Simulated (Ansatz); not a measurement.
# OPb: the cost of one run

Computed with Ansatz 0.2.0 (the levels named in each step, unless a step's input says otherwise).

### 1 The structure to begin with

Bond lengths: O1–Pb2 1.920 Å.

Coordinates:

```xyz
2

O     0.0000    0.0000    0.0000
Pb    0.0000    0.0000    1.9196
```

### 2 A rough first relaxation, PBE-D4/def2-SVP

This run stands in another session on the same molecule. It ended at:

```xyz
2

O     0.0000    0.0000   -0.0225
Pb    0.0000    0.0000    1.9421
```

### 3 Relaxation, PBE0-D4/def2-TZVPP

This run stands in another session on the same molecule. It ended at:

```xyz
2

O     0.0000    0.0000    0.0081
Pb    0.0000    0.0000    1.9115
```

### 4 Frequencies, PBE0-D4/def2-TZVPP

input.yaml reads:

```yaml
crystal:
  periodic: [false, false, false]
  atoms:
    - { symbol: O, position_ang: [0.0, 0.0, 0.0080696] }
    - { symbol: Pb, position_ang: [0.0, 0.0, 1.9115404] }
basis:
  gaussian: { orbitals: def2-TZVPP }
hamiltonian:
  xc: pbe0
  dispersion: d4
phonons: {}
```

Run with:

```
ansatz run input.yaml --threads 2 --pin off --max-ram 5120MiB --backend cpu --events-out ev --progress --plain --runs-dir out
```

Q: Estimate wall time and peak memory on 2 threads of AMD EPYC (Zen 3), shared host.

About 36 s, with a peak of 0.13 GiB.
